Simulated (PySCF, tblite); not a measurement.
**C₆H₁₁F₃Si: geometry, infrared bands and NMR shifts**

What infrared bands and NMR shifts should C₆H₁₁F₃Si (`C[C@@H](F)[C@@H]1CC[Si@@H]1C(F)F`) show?

Programs: tblite 0.8.0 and PySCF 2.14.0, with density-fitted response routines of our own. Each step states its level of theory. These are calculated values for one molecule in the gas phase, unless marked as measured. Atoms count from 0, in the outputs and in this text.

### Step 1. Starting geometry

21 atoms, charge 0, multiplicity 1; geometry from: force field or distance geometry start.

Bonds of the start (Å): C0–C1 1.51, C1–F2 1.36, C1–C3 1.52, C3–C4 1.58, C4–C5 1.55, C5–Si6 1.89, Si6–C7 1.81, C7–F8 1.37, C7–F9 1.35, Si6–C3 1.91, C0–H10 1.09, C0–H11 1.10, C0–H12 1.10, C1–H13 1.09, C3–H14 1.10, C4–H15 1.10, C4–H16 1.11, C5–H17 1.10, C5–H18 1.10, Si6–H19 1.49, C7–H20 1.10.

### Step 2. Optimising the geometry with GFN2-xTB

The job: settings as JSON, then the geometry in Å.

```
{"job": {"kind": "relax", "xc": "GFN2-xTB", "basis": "xTB"}, "charge": 0, "multiplicity": 1}
C     -2.663300     0.617000    -0.441500
C     -1.272500     0.268400    -0.902500
F     -0.620000     1.413200    -1.231100
C     -0.495600    -0.401900     0.214200
C     -0.002100     0.481200     1.428200
C      1.318900    -0.301600     1.670500
Si     1.340300    -0.774700    -0.156000
C      2.135600     0.467900    -1.206800
F      1.883100     0.181900    -2.518800
F      3.478600     0.395000    -1.066500
H     -2.650300     1.308800     0.407000
H     -3.215900     1.120300    -1.246800
H     -3.237900    -0.270000    -0.133300
H     -1.314000    -0.371200    -1.787100
H     -0.988100    -1.322800     0.563900
H     -0.685100     0.487100     2.293300
H      0.163800     1.543700     1.165400
H      1.208200    -1.170700     2.334700
H      2.161500     0.312000     2.024500
H      1.619700    -2.220200    -0.397200
H      1.826100     1.502200    -1.014400
```

Run with:

```
OMP_NUM_THREADS=1 python probes_run.py task.json out
```

This one command runs all jobs of the session in turn.

**Question.** This job is followed by: GFN2-xTB harmonic vibrations, gas phase; GIAO PBE0/pcSseg-1 NMR shielding, non-relativistic, gas phase. What will the session give for the following? strongest single infrared mode (GFN2-xTB); zero-point energy (GFN2-xTB); ¹³C shifts against TMS (PBE0/pcSseg-1); ¹H shifts against TMS (PBE0/pcSseg-1, means over atoms taken as alike); ¹⁹F shifts against CFCl3 (PBE0/pcSseg-1); ²⁹Si shifts against TMS (PBE0/pcSseg-1).

As calculated:

```
                                                              quantity                                                     value
                             strongest single infrared mode (GFN2-xTB)                                     2287 cm⁻¹, 309 km/mol
                                          zero-point energy (GFN2-xTB)                                             99.8 kcal/mol
                                ¹³C shifts against TMS (PBE0/pcSseg-1)                    128.1, 93.8, 38.1, 21.8, 20.8, 9.1 ppm
¹H shifts against TMS (PBE0/pcSseg-1, means over atoms taken as alike)  6.91, 5.02, 5.01, 2.55, 2.32, 1.86, 1.55, 1.45, 1.27 ppm
                              ¹⁹F shifts against CFCl3 (PBE0/pcSseg-1)                                -153.7, -154.2, -213.0 ppm
                               ²⁹Si shifts against TMS (PBE0/pcSseg-1)                                                  -9.4 ppm
```

Over 99 steps the energy fell by 0.532 eV; of the close pairs, Si6–C7 changed most, 1.811 to 1.937 Å. No mode is imaginary among the 57: a minimum at this level. The strongest single mode, at 2287 cm⁻¹, moves mainly H19. GFN2-xTB is a fitted tight-binding method: band positions and strengths are rough. Its intensities can rank the bands wrongly. The most deshielded hydrogen is H20 (hydrogen on an sp3 CH bonded to 2 F and Si), at 6.91 ppm: its carbon carries F, which withdraws density.
